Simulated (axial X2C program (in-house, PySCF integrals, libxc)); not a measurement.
**All-electron X2C curves of AuCs**

Aim: find the lowest determinant of AuCs, scan the bond at several levels and fit the constants, once spin-free and once with spin–orbit coupling.

The runs use an in-house X2C program for linear molecules on PySCF integrals; all-electron X2C, Au dyall-v2z, Cs dyall-v2z.

All values are calculated.

### 1 Set-up

File task.json:

```json
{
 "zs": [
  79,
  55
 ],
 "q": 0,
 "bas": [
  "dyall-v2z",
  "dyall-v2z"
 ],
 "levels": [
  "PBE0",
  "HF",
  "r2SCAN",
  "BP86"
 ],
 "cc": false,
 "r0": 3.56,
 "npts": 10,
 "nst": 2,
 "ntry": 6
}
```

Keys: zs atomic numbers; q charge; bas basis sets; levels methods (HF also brings MP2); cc coupled cluster on or off; r0 starting distance in Å; npts points asked for on the curve; nst determinants followed; ntry starts of the search.

Started as:

```
python so2c.py task.json out
```

Spin-free means the one-electron spin-free X2C Hamiltonian; two-component (2c) means X2C with spin–orbit coupling and atomic mean-field two-electron Coulomb and Gaunt terms. Basis: Au dyall-v2z contracted to [11s12p9d5f], Cs dyall-v2z contracted to [12s13p7d]; Gaussian nuclei, density fitting. Masses: Au 196.967 u, Cs 132.905 u.

Notation: σ, π±, δ± give the projection m of an orbital's angular momentum (0, ±1, ±2), α and β its spin, Λ and M_S the sums; ω is the projection of a spinor's total angular momentum and Ω the sum. Logs are in hartree.

The results follow Hamiltonian by Hamiltonian and level by level.

### 2 Search for the lowest determinant

PBE0 moves the distance from 3.560 Å to 3.084 Å and compares determinants there.

Spin-free determinants:

```json
{"ΔE (eV)": "0.00", "state": "M_S = 0, Λ = 0", "open shells": "closed shell"}
{"ΔE (eV)": "2.73", "state": "M_S = 1, Λ = 0", "open shells": "beyond closed shells: 2 × σα"}
{"ΔE (eV)": "3.21", "state": "M_S = 1, Λ = 1", "open shells": "beyond closed shells: σα, π+α"}
{"ΔE (eV)": "3.58", "state": "M_S = 0, Λ = 1", "open shells": "beyond closed shells: σα, π+β"}
{"ΔE (eV)": "4.71", "state": "M_S = 1, Λ = 1", "open shells": "beyond closed shells: σα, π+α, π+β, π-α"}
{"ΔE (eV)": "4.74", "state": "M_S = 1, Λ = 2", "open shells": "beyond closed shells: σα, δ+α, δ+β, δ-α"}
{"ΔE (eV)": "4.75", "state": "M_S = 0, Λ = 2", "open shells": "beyond closed shells: σβ, δ+α, δ+β, δ-α"}
```

Two-component determinants:

```
ΔE (eV)  state                              open shells
   0.00  Ω = 0                             closed shell
   2.73  Ω = 1        excess of +ω over −ω: 2 × ω = 1/2
   3.33  Ω = 2   excess of +ω over −ω: ω = 1/2, ω = 3/2
   3.66  Ω = 1  excess of +ω over −ω: ω = -1/2, ω = 3/2
   4.05  Ω = 2  excess of +ω over −ω: ω = -1/2, ω = 5/2
   4.09  Ω = 3   excess of +ω over −ω: ω = 1/2, ω = 5/2
   4.11  Ω = 2   excess of +ω over −ω: ω = 1/2, ω = 3/2
```

### 3 PBE0, spin-free

State followed: M_S = 0, Λ = 0 (closed shell). The scan is laid around 3.084 Å, a first estimate of the minimum, and this SCF restarts from the orbitals of the search.

The SCF at the reference distance of 3.084 Å:

```text
spin-free X2C-1e  PBE0
basis functions 213  fitting functions 1273  grid points 5806
iter        total energy     max residual
   1     -26800.446039196     9.31e-06
   2     -26800.446039194     1.46e-05
converged
one-electron -38209.73797172  Coulomb 11227.57403537  exact exchange -138.87251054  xc functional -424.95919717  nuclear repulsion 745.54960488
```

Along the bond, energies from the lowest point:

```
R (Å)  E (eV)  μ (D)  HOMO (eV)  LUMO (eV)  iterations
2.683  0.3429   7.79      -4.58      -0.94          10
2.806  0.1430   8.26      -4.53      -0.99           9
2.899  0.0568   8.64      -4.49      -1.04           9
2.991  0.0127   9.02      -4.43      -1.08           9
3.084  0.0000   9.42      -4.37      -1.13           2
3.192  0.0168   9.88      -4.30      -1.19           9
3.300  0.0580  10.35      -4.22      -1.25           9
3.439  0.1372  10.94      -4.13      -1.32           9
3.608  0.2593  11.66      -4.01      -1.42           9
3.855  0.4615  12.67      -3.86      -1.55           9
```

Dipoles are positive if Cs is the positive end.

Outer orbitals at the reference distance:

```csv
symmetry,occupied,ε (eV),atomic character
σα,yes,-29.01,98% Cs s
π+α,yes,-14.93,100% Cs p
π-α,yes,-14.93,100% Cs p
σα,yes,-14.84,96% Cs p
σα,yes,-5.98,"96% Au d, 2% Cs d"
π-α,yes,-5.96,98% Au d
π+α,yes,-5.96,98% Au d
δ+α,yes,-5.75,100% Au d
δ-α,yes,-5.75,100% Au d
σα,yes,-4.37,"70% Au s, 16% Cs s, 9% Cs p"
σα,no,-1.13,"63% Cs s, 28% Cs p, 5% Au p"
π-α,no,-0.13,"95% Cs p, 5% Au p"
π+α,no,-0.13,"95% Cs p, 5% Au p"
σα,no,0.32,"62% Cs p, 18% Cs d, 12% Cs s"
```

PBE0 fields in the half plane through the axis: z from -2.4 to 5.4 Å across, distance from the axis 0.15 to 2.25 Å upwards; Au lies at z = 0 and Cs at z = 3.084 Å; the ELF is damped to zero where the density is low.

log10 density (e/bohr³). Ten even steps from '0' (-4.46 ) to '9' (1.88 ):
```
001112222222221112221111000
011222333333222222222221100
112233333333332333333322110
112333444444333344444433211
122334455554433445555443321
123345566655444455665544322
223345677765444556776554322
223445789865544567987554332
```

ELF. Ten even steps from '0' (0.00 ) to '9' (0.82 ):
```
000000112211100000000000000
000012233333200001222100000
000123334444310025665421000
001233333444410268998753100
012333344444411499999975310
012333566654412796447997420
123334675764423854873898631
123335744475423839735599741
```

Re = 3.080 Å, ωe = 99.8 cm⁻¹, ωexe = 0.141 cm⁻¹, Be = 0.0224 cm⁻¹, De = 2.53 eV, μ = 9.40 D.

### 4 HF, spin-free

Output at 3.084 Å:

```text
spin-free X2C-1e  HF
basis functions 213  fitting functions 1273  grid points 5806
iter        total energy     max residual
   1     -26792.104373656     1.07e+00
   2     -26792.155530629     1.80e-02
   3     -26792.156860635     2.32e-02
   4     -26792.158631118     1.49e-03
   5     -26792.158769430     4.61e-04
   6     -26792.158802539     2.16e-04
   7     -26792.158812081     6.45e-05
   8     -26792.158813246     3.60e-05
   9     -26792.158813354     9.56e-06
  10     -26792.158813378     3.01e-06
  11     -26792.158813380     1.28e-06
converged
one-electron -38210.92541260  Coulomb 11228.94010203  exact exchange -555.72310769  xc functional 0.00000000  nuclear repulsion 745.54960488
```

Re = 3.354 Å, ωe = 80.6 cm⁻¹, ωexe = 0.121 cm⁻¹, Be = 0.01888 cm⁻¹, De = 1.07 eV, μ = 10.86 D.

### 5 r2SCAN, spin-free

The SCF at the reference distance of 3.084 Å:

```text
spin-free X2C-1e  r2SCAN
basis functions 213  fitting functions 1273  grid points 5806
iter        total energy     max residual
   1     -26801.074104021     3.83e-01
   2     -26801.079827532     9.38e-03
   3     -26801.079731142     1.14e-02
   4     -26801.080035513     1.60e-03
   5     -26801.080046285     1.16e-03
   6     -26801.080055218     2.20e-04
   7     -26801.080056410     1.32e-05
   8     -26801.080056414     1.44e-05
   9     -26801.080056416     1.16e-06
converged
one-electron -38208.78499062  Coulomb 11226.61210207  exact exchange 0.00000000  xc functional -564.45677275  nuclear repulsion 745.54960488
```

Re = 3.042 Å, ωe = 104.8 cm⁻¹, ωexe = 0.151 cm⁻¹, Be = 0.02296 cm⁻¹, De = 2.89 eV, μ = 9.46 D.

### 6 BP86, spin-free

The SCF at the reference distance of 3.084 Å:

```text
spin-free X2C-1e  BP86
basis functions 213  fitting functions 1273  grid points 5806
iter        total energy     max residual
   1     -26804.191946002     3.38e-01
   2     -26804.196915790     2.13e-02
   3     -26804.182725937     4.81e-02
   4     -26804.200087636     2.77e-03
   5     -26804.200092968     2.53e-03
   6     -26804.200196960     7.14e-04
   7     -26804.200203250     1.27e-05
   8     -26804.200203253     7.98e-06
   9     -26804.200203255     2.92e-06
converged
one-electron -38208.09174674  Coulomb 11225.88612741  exact exchange 0.00000000  xc functional -567.54418880  nuclear repulsion 745.54960488
```

Re = 3.048 Å, ωe = 104.3 cm⁻¹, ωexe = 0.158 cm⁻¹, Be = 0.02287 cm⁻¹, De = 2.86 eV, μ = 9.09 D.

### 7 Correlated methods, spin-free

Correlated methods: 20 electrons correlated (frozen shells, counted by type: Au 5 s, 4 p, 2 d, 1 f; Cs 4 s, 3 p, 2 d), 188 virtual spinors in MP2.

MP2: Re = 3.081 Å, ωe = 104.7 cm⁻¹, Be = 0.02238 cm⁻¹, De = 2.73 eV.

### 8 The spin-free curves together

Energy (eV) of the followed determinant, spin-free, from each level's lowest point:

```
R (Å)   PBE0     HF    MP2  r2SCAN   BP86
2.683  0.343  0.778  0.376   0.295  0.307
2.806  0.143  0.457  0.157   0.110  0.117
2.899  0.057  0.288  0.063   0.035  0.039
2.991  0.013  0.167  0.014   0.002  0.004
3.084  0.000  0.084  0.000   0.000  0.000
3.192  0.017  0.026  0.018   0.029  0.027
3.300  0.058  0.000  0.063   0.082  0.078
3.439  0.137  0.003  0.150   0.176  0.169
3.608  0.259  0.047  0.284   0.314  0.302
3.855  0.461  0.160  0.508   0.537  0.518
```

### 9 PBE0, 2c

State followed: Ω = 0 (closed shell). The scan is laid around 3.084 Å, a first estimate of the minimum, and this SCF restarts from the orbitals of the search.

Output at 3.084 Å:

```text
two-component X2C + atomic mean field  PBE0
basis functions 213  fitting functions 1273  grid points 5806
iter        total energy     max residual
   1     -26799.685141409     6.20e-06
   2     -26799.685141408     1.12e-05
converged
one-electron -38181.76857184  Coulomb 11222.85569279  exact exchange -138.82403734  xc functional -424.88679260  nuclear repulsion 745.54960488  atomic mean-field constant -22.61103728
```

Along the bond, energies from the lowest point:

```
R (Å)  E (eV)  μ (D)  HOMO (eV)  LUMO (eV)  iterations
2.683  0.3364   7.76      -4.59      -0.95          10
2.806  0.1387   8.23      -4.55      -1.00           9
2.899  0.0540   8.60      -4.51      -1.04           9
2.991  0.0113   8.99      -4.45      -1.08           9
3.084  0.0000   9.38      -4.39      -1.13           2
3.192  0.0183   9.85      -4.31      -1.19           9
3.300  0.0609  10.32      -4.24      -1.25           9
3.439  0.1418  10.92      -4.14      -1.32           9
3.608  0.2658  11.64      -4.02      -1.42           9
3.855  0.4703  12.66      -3.87      -1.55           9
```

Dipoles are positive if Cs is the positive end.

Outer spinors at the reference distance:

```tsv
ω	occupied	ε (eV)	atomic character	λ mixture
1/2	yes	-29.00	98% Cs s	100% σ
1/2	yes	-16.00	99% Cs p	69% π, 31% σ
3/2	yes	-14.39	100% Cs p	100% π
1/2	yes	-14.34	97% Cs p	69% σ, 31% π
1/2	yes	-6.92	98% Au d	59% π, 41% σ
3/2	yes	-6.77	100% Au d	75% δ, 25% π
1/2	yes	-5.44	96% Au d, 2% Cs d	60% σ, 40% π
3/2	yes	-5.37	98% Au d	75% π, 25% δ
5/2	yes	-5.20	100% Au d	100% δ
1/2	yes	-4.39	69% Au s, 15% Cs s, 9% Cs p	100% σ
1/2	no	-1.13	63% Cs s, 28% Cs p, 6% Au p	100% σ
1/2	no	-0.16	93% Cs p, 7% Au p	100% π
3/2	no	-0.11	96% Cs p, 4% Au p	100% π
1/2	no	0.32	62% Cs p, 19% Cs d, 11% Cs s	100% σ
```

PBE0 fields in the half plane through the axis: z from -2.4 to 5.4 Å across, distance from the axis 0.15 to 2.25 Å upwards; Au lies at z = 0 and Cs at z = 3.084 Å; the ELF is damped to zero where the density is low.

log10 density (e/bohr³). Ten even steps from '0' (-4.46 ) to '9' (1.88 ):
```
001112222222221112221111000
011222333333222222222221100
112223333333332333333322110
112333444444333344444433211
122334455554433445555443321
123345566655444455665544322
223345677765444556776554322
223445789865544567987554332
```

ELF. Ten even steps from '0' (0.00 ) to '9' (0.82 ):
```
000000112211100000000000000
000012233333200001222100000
000123334444310025665421000
001233333444410268998753100
012333344444411499999975310
012333566654412796447997520
123334675765423854873898631
123335744475423839735599741
```

Re = 3.075 Å, ωe = 100.4 cm⁻¹, ωexe = 0.142 cm⁻¹, Be = 0.02247 cm⁻¹, De = 2.56 eV, μ = 9.35 D.

### 10 HF, 2c

The SCF at the reference distance of 3.084 Å:

```text
two-component X2C + atomic mean field  HF
basis functions 213  fitting functions 1273  grid points 5806
iter        total energy     max residual
   1     -26791.270460831     1.06e+00
   2     -26791.321811978     1.79e-02
   3     -26791.323142318     2.31e-02
   4     -26791.324897079     1.55e-03
   5     -26791.325034994     4.61e-04
   6     -26791.325068101     2.18e-04
   7     -26791.325077937     6.38e-05
   8     -26791.325079183     3.56e-05
   9     -26791.325079302     9.15e-06
  10     -26791.325079331     3.52e-06
  11     -26791.325079333     1.39e-06
  12     -26791.325079333     3.10e-07
converged
one-electron -38182.96980810  Coulomb 11224.23421140  exact exchange -555.52805022  xc functional 0.00000000  nuclear repulsion 745.54960488  atomic mean-field constant -22.61103728
```

Re = 3.348 Å, ωe = 81.1 cm⁻¹, ωexe = 0.122 cm⁻¹, Be = 0.01895 cm⁻¹, De = 1.09 eV, μ = 10.84 D.

### 11 r2SCAN, 2c

Output at 3.084 Å:

```text
two-component X2C + atomic mean field  r2SCAN
basis functions 213  fitting functions 1273  grid points 5806
iter        total energy     max residual
   1     -26800.232082430     3.85e-01
   2     -26800.238304863     9.42e-03
   3     -26800.238207638     1.15e-02
   4     -26800.238511601     1.66e-03
   5     -26800.238523380     1.14e-03
   6     -26800.238531699     2.33e-04
   7     -26800.238533008     1.30e-05
   8     -26800.238533012     1.51e-05
   9     -26800.238533014     1.02e-06
  10     -26800.238533015     1.17e-07
converged
one-electron -38180.79603756  Coulomb 11221.87384938  exact exchange 0.00000000  xc functional -564.25491244  nuclear repulsion 745.54960488  atomic mean-field constant -22.61103728
```

Re = 3.037 Å, ωe = 105.3 cm⁻¹, ωexe = 0.151 cm⁻¹, Be = 0.02302 cm⁻¹, De = 2.91 eV, μ = 9.40 D.

### 12 BP86, 2c

Output at 3.084 Å:

```text
two-component X2C + atomic mean field  BP86
basis functions 213  fitting functions 1273  grid points 5806
iter        total energy     max residual
   1     -26803.460892785     3.41e-01
   2     -26803.465774543     2.18e-02
   3     -26803.450837523     4.96e-02
   4     -26803.469057391     2.93e-03
   5     -26803.469067982     2.60e-03
   6     -26803.469175148     7.70e-04
   7     -26803.469182486     1.50e-05
   8     -26803.469182491     8.23e-06
   9     -26803.469182493     3.37e-06
converged
one-electron -38180.11304750  Coulomb 11221.15901601  exact exchange 0.00000000  xc functional -567.45371860  nuclear repulsion 745.54960488  atomic mean-field constant -22.61103728
```

Re = 3.044 Å, ωe = 104.8 cm⁻¹, ωexe = 0.159 cm⁻¹, Be = 0.02293 cm⁻¹, De = 2.89 eV, μ = 9.02 D.

### 13 Correlated methods, 2c

Correlated methods: 20 electrons correlated (frozen shells, counted by type: Au 5 s, 4 p, 2 d, 1 f; Cs 4 s, 3 p, 2 d), 188 virtual spinors in MP2.

MP2: Re = 3.078 Å, ωe = 105.1 cm⁻¹, Be = 0.02243 cm⁻¹, De = 2.76 eV.

### 14 The 2c curves together

Energy (eV) of the followed determinant, 2c, from each level's lowest point:

```
R (Å)   PBE0     HF    MP2  r2SCAN   BP86
2.683  0.336  0.769  0.371   0.289  0.302
2.806  0.139  0.451  0.154   0.106  0.113
2.899  0.054  0.283  0.061   0.032  0.036
2.991  0.011  0.163  0.013   0.001  0.003
3.084  0.000  0.081  0.000   0.000  0.000
3.192  0.018  0.024  0.019   0.031  0.029
3.300  0.061  0.000  0.065   0.085  0.081
3.439  0.142  0.005  0.154   0.180  0.173
3.608  0.266  0.051  0.289   0.319  0.308
3.855  0.470  0.166  0.515   0.545  0.525
```

Time for the job: 3.5 min (1 thread of Arm Neoverse N1, shared host).

### 15 Results

Lowest determinant that the search found at its distance (another Ω component may lie lower), spin-free: M_S = 0, Λ = 0 (closed shell).

Lowest determinant that the search found at its distance (another Ω component may lie lower), 2c: Ω = 0 (closed shell).

| Hamiltonian | level | Re (Å) | ωe (cm⁻¹) | De (eV) | μ (D) |
| --- | --- | --- | --- | --- | --- |
| spin-free | PBE0 | 3.080 | 99.8 | 2.53 | 9.40 |
| spin-free | HF | 3.354 | 80.6 | 1.07 | 10.86 |
| spin-free | MP2 | 3.081 | 104.7 | 2.73 | n/a |
| spin-free | r2SCAN | 3.042 | 104.8 | 2.89 | 9.46 |
| spin-free | BP86 | 3.048 | 104.3 | 2.86 | 9.09 |
| 2c | PBE0 | 3.075 | 100.4 | 2.56 | 9.35 |
| 2c | HF | 3.348 | 81.1 | 1.09 | 10.84 |
| 2c | MP2 | 3.078 | 105.1 | 2.76 | n/a |
| 2c | r2SCAN | 3.037 | 105.3 | 2.91 | 9.40 |
| 2c | BP86 | 3.044 | 104.8 | 2.89 | 9.02 |

Dipoles are positive if Cs is the positive end.

Time per point (s) on 1 thread of Arm Neoverse N1, shared host (2c runs); the times are rough: PBE0 1.3, HF 1.3, MP2 1.7, r2SCAN 1.1, BP86 0.53.

What this shows: At MP2, going from spin-free to two-component changes Re by -4 mÅ, ωe by +0.4 %; the spin-free picture holds up (part of it comes from the scalar share of the two-electron terms). It costs about 1.8 times the time. De moves by +0.03 eV; both De rest on single-determinant atoms, which can miss part of an open shell's spin–orbit lowering.

De refers to Au + Cs, the ground-state fragments, which need not be this curve's own limit. Each curve is one determinant whose occupation by symmetry is held fixed; it was picked as the lowest of a PBE0 search that is not exhaustive. The closed shell is kept restricted; where the fragments are open shells, the energy then runs too high at long range. Dissociation energies refer to the lowest single-determinant-based atoms at the same level and basis. The meta-GGAs lack a current-density term, which matters for open shells with orbital currents, atoms included.
